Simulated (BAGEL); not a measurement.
# AlSiNH6O (SMILES [NH2][AlH][SiH2]O): HF/6-31G(d) (density fitting with qzvpp-jkfit, spherical functions)

What is the vertical ionisation energy of AlSiNH6O at HF/6-31G* (density fitting with qzvpp-jkfit, spherical functions)? 

The results are computed with BAGEL 1.2.2.

**1. The molecule**

AlSiNH6O: 10 atoms, total charge 0, spin state singlet. SMILES: `[NH2][AlH][SiH2]O`. The shape is that of a PBE0-D4/def2-TZVP optimisation. This is one conformer, not always the lowest.

Bond lengths: N1–Al2 1.771 Å, Al2–Si3 2.466 Å, Si3–O4 1.666 Å, N1–H5 1.008 Å, N1–H6 1.008 Å, Al2–H7 1.589 Å, Si3–H8 1.498 Å, Si3–H9 1.490 Å, O4–H10 0.958 Å. Some angles: N1–Al2–Si3 115.9°, Al2–Si3–O4 112.2°, N1–Al2–H7 117.2°, Si3–Al2–H7 126.9°, Al2–N1–H5 125.3°, Al2–N1–H6 124.5°, Al2–Si3–H8 111.5°, Al2–Si3–H9 112.0°, O4–Si3–H8 110.3°, O4–Si3–H9 104.5°.

**2. A single-point energy at HF/6-31G(d) (density fitting with qzvpp-jkfit, spherical functions)**

job.json

```json
{ "bagel" : [

{
  "title" : "molecule",
  "basis" : "6-31gs.json",
  "df_basis" : "qzvpp-jkfit",
  "angstrom" : true,
  "geometry" : [
    { "atom" : "N", "xyz" : [   -0.443500,    1.949800,   -0.485900 ] },
    { "atom" : "Al", "xyz" : [    0.161400,    0.932500,    0.831000 ] },
    { "atom" : "Si", "xyz" : [    0.498100,   -1.448400,    0.284800 ] },
    { "atom" : "O", "xyz" : [   -0.117800,   -1.843200,   -1.212400 ] },
    { "atom" : "H", "xyz" : [   -0.638800,    2.936000,   -0.417000 ] },
    { "atom" : "H", "xyz" : [   -0.588300,    1.632600,   -1.431200 ] },
    { "atom" : "H", "xyz" : [    0.407600,    1.632900,    2.235800 ] },
    { "atom" : "H", "xyz" : [   -0.081900,   -2.341300,    1.338200 ] },
    { "atom" : "H", "xyz" : [    1.942800,   -1.801100,    0.197600 ] },
    { "atom" : "H", "xyz" : [   -1.056500,   -1.701000,   -1.337900 ] }
  ]
},
{ "title" : "hf" },
{ "title" : "print", "file" : "orbitals.molden", "orbitals" : true }

]}
```

The basis set 6-31G* is read from a file made from the Basis Set Exchange's data (not shown).

Started as:

```
$ BAGEL_NUM_THREADS=1 BAGEL job.json > job.out
```

The program printed:

```text
* using 1 threads per process

  ===============================================================
  ===============================================================

  *** Geometry ***

  { "atom" : "N", "xyz" : [     -0.838094,      3.684588,     -0.918218 ] },
  { "atom" : "Al", "xyz" : [      0.305002,      1.762170,      1.570362 ] },
  { "atom" : "Si", "xyz" : [      0.941273,     -2.737079,      0.538194 ] },
  { "atom" : "O", "xyz" : [     -0.222610,     -3.483143,     -2.291104 ] },
  { "atom" : "H", "xyz" : [     -1.207157,      5.548236,     -0.788016 ] },
  { "atom" : "H", "xyz" : [     -1.111726,      3.085167,     -2.704576 ] },
  { "atom" : "H", "xyz" : [      0.770252,      3.085734,      4.225050 ] },
  { "atom" : "H", "xyz" : [     -0.154769,     -4.424416,      2.528832 ] },
  { "atom" : "H", "xyz" : [      3.671360,     -3.403586,      0.373410 ] },
  { "atom" : "H", "xyz" : [     -1.996496,     -3.214424,     -2.528265 ] },

  Number of auxiliary basis functions:      518

  Since a DF basis is specified, we compute 2- and 3-index integrals:
    o Being stored without compression. Storage requirement is 0.024 GB

  Number of basis functions:       76
  Number of electrons      :       48

    * METHOD: MOLECULE                             0.43

  *** RHF ***

  === Nuclear Repulsion ===
   198.6417286209

      * DIIS with orbital gradients will be used.

  === RHF iteration (6-31gs.json) ===
      0       -663.33700291          0.02714782           0.09
      1       -663.53748208          0.01794444           0.08
      2       -663.67130553          0.00165094           0.09
      3       -663.67331142          0.00029468           0.09
      4       -663.67337078          0.00011736           0.09
      5       -663.67337888          0.00003209           0.09
      6       -663.67337984          0.00001001           0.09
      7       -663.67337997          0.00000235           0.09
      8       -663.67337998          0.00000065           0.09
      9       -663.67337998          0.00000028           0.09
     10       -663.67337998          0.00000011           0.09
     11       -663.67337998          0.00000002           0.10
     12       -663.67337998          0.00000001           0.10
    * SCF iteration converged.

    * Permanent dipole moment:
           (    0.633387,    -0.624774,     0.072385) a.u.

    * METHOD: HF                                   1.48

    * METHOD: PRINT                                0.02

  ===============================================================
```

It took 2.2 s on 1 thread of Intel Xeon Platinum 8375C at 2.90GHz (Ice Lake), shared host; peak memory 0.12 GiB.

**3. The doublet cation, same level**

calc.json

```json
{ "bagel": [

{
  "title": "molecule",
  "basis": "6-31gs.json",
  "df_basis": "qzvpp-jkfit",
  "angstrom": true,
  "geometry": [
    { "atom": "N", "xyz": [   -0.443500,    1.949800,   -0.485900 ] },
    { "atom": "Al", "xyz": [    0.161400,    0.932500,    0.831000 ] },
    { "atom": "Si", "xyz": [    0.498100,   -1.448400,    0.284800 ] },
    { "atom": "O", "xyz": [   -0.117800,   -1.843200,   -1.212400 ] },
    { "atom": "H", "xyz": [   -0.638800,    2.936000,   -0.417000 ] },
    { "atom": "H", "xyz": [   -0.588300,    1.632600,   -1.431200 ] },
    { "atom": "H", "xyz": [    0.407600,    1.632900,    2.235800 ] },
    { "atom": "H", "xyz": [   -0.081900,   -2.341300,    1.338200 ] },
    { "atom": "H", "xyz": [    1.942800,   -1.801100,    0.197600 ] },
    { "atom": "H", "xyz": [   -1.056500,   -1.701000,   -1.337900 ] }
  ]
},
{
  "title": "uhf",
  "charge": 1,
  "nopen": 1
},
{
  "title": "print",
  "file": "orbitals.molden",
  "orbitals": true
}

]}
```

The basis set 6-31G* is read from a file made from the Basis Set Exchange's data (not shown).

Started as:

```
$ BAGEL_NUM_THREADS=1 BAGEL calc.json > calc.out
```

The program printed:

```text
* using 1 threads per process

  ===============================================================
  ===============================================================

  *** Geometry ***

  { "atom" : "N", "xyz" : [     -0.838094,      3.684588,     -0.918218 ] },
  { "atom" : "Al", "xyz" : [      0.305002,      1.762170,      1.570362 ] },
  { "atom" : "Si", "xyz" : [      0.941273,     -2.737079,      0.538194 ] },
  { "atom" : "O", "xyz" : [     -0.222610,     -3.483143,     -2.291104 ] },
  { "atom" : "H", "xyz" : [     -1.207157,      5.548236,     -0.788016 ] },
  { "atom" : "H", "xyz" : [     -1.111726,      3.085167,     -2.704576 ] },
  { "atom" : "H", "xyz" : [      0.770252,      3.085734,      4.225050 ] },
  { "atom" : "H", "xyz" : [     -0.154769,     -4.424416,      2.528832 ] },
  { "atom" : "H", "xyz" : [      3.671360,     -3.403586,      0.373410 ] },
  { "atom" : "H", "xyz" : [     -1.996496,     -3.214424,     -2.528265 ] },

  Number of auxiliary basis functions:      518

  Since a DF basis is specified, we compute 2- and 3-index integrals:
    o Being stored without compression. Storage requirement is 0.024 GB

  Number of basis functions:       76
  Number of electrons      :       48

    * METHOD: MOLECULE                             0.43

  *** Open-shell HF ***

  === Nuclear Repulsion ===
   198.6417286209

      * DIIS with orbital gradients will be used.

  === UHF iteration (6-31gs.json) ===
      0       -662.98760555          0.05417770           0.16
      1       -663.17812506          0.04059519           0.16
      2       -663.26892605          0.02827426           0.17
      3       -663.35169840          0.00154105           0.16
      4       -663.35269149          0.00074542           0.17
      5       -663.35287319          0.00030772           0.16
      6       -663.35293294          0.00012822           0.16
      7       -663.35294936          0.00005275           0.16
      8       -663.35295464          0.00002609           0.16
      9       -663.35295723          0.00001633           0.17
     10       -663.35295873          0.00000936           0.17
     11       -663.35295909          0.00000576           0.16
     12       -663.35295917          0.00000294           0.18
     13       -663.35295918          0.00000104           0.14
     14       -663.35295918          0.00000055           0.16
     15       -663.35295919          0.00000026           0.16
     16       -663.35295919          0.00000015           0.15
     17       -663.35295919          0.00000010           0.16
     18       -663.35295919          0.00000007           0.17
     19       -663.35295919          0.00000005           0.14
     20       -663.35295919          0.00000003           0.14
     21       -663.35295919          0.00000002           0.14
     22       -663.35295919          0.00000001           0.15
     23       -663.35295919          0.00000001           0.14
    * SCF iteration converged.

    * S^2 (UHF) is 0.7710

    * Permanent dipole moment:
           (    0.297380,    -0.275873,    -0.759743) a.u.

    * METHOD: UHF                                  4.03

    * METHOD: PRINT                                0.01

  ===============================================================
```

Wall time 4.8 s (1 thread of Intel Xeon Platinum 8375C at 2.90GHz (Ice Lake), shared host); peak memory 0.12 GiB.

**4. Outcome**

Level: HF/6-31G* (density fitting with qzvpp-jkfit, spherical functions).

| quantity | value |
| --- | --- |
| singlet AlSiNH6O: total energy | -663.67338 Eh |
| singlet AlSiNH6O: dipole moment | 2.27 D |
| singlet AlSiNH6O: HOMO energy | -9.71 eV |
| singlet AlSiNH6O: LUMO energy | 1.72 eV |
| singlet AlSiNH6O: HOMO–LUMO gap | 11.43 eV |
| doublet cation: total energy | -663.35296 Eh |
| doublet cation: ⟨S²⟩ | 0.771 |
| vertical ionisation energy (to the doublet cation) | 8.719 eV |

The vertical ionisation energy comes to 8.72 eV (841 kJ/mol). −ε(HOMO) before ionisation, 9.71 eV, is 0.99 eV above this ionisation energy.
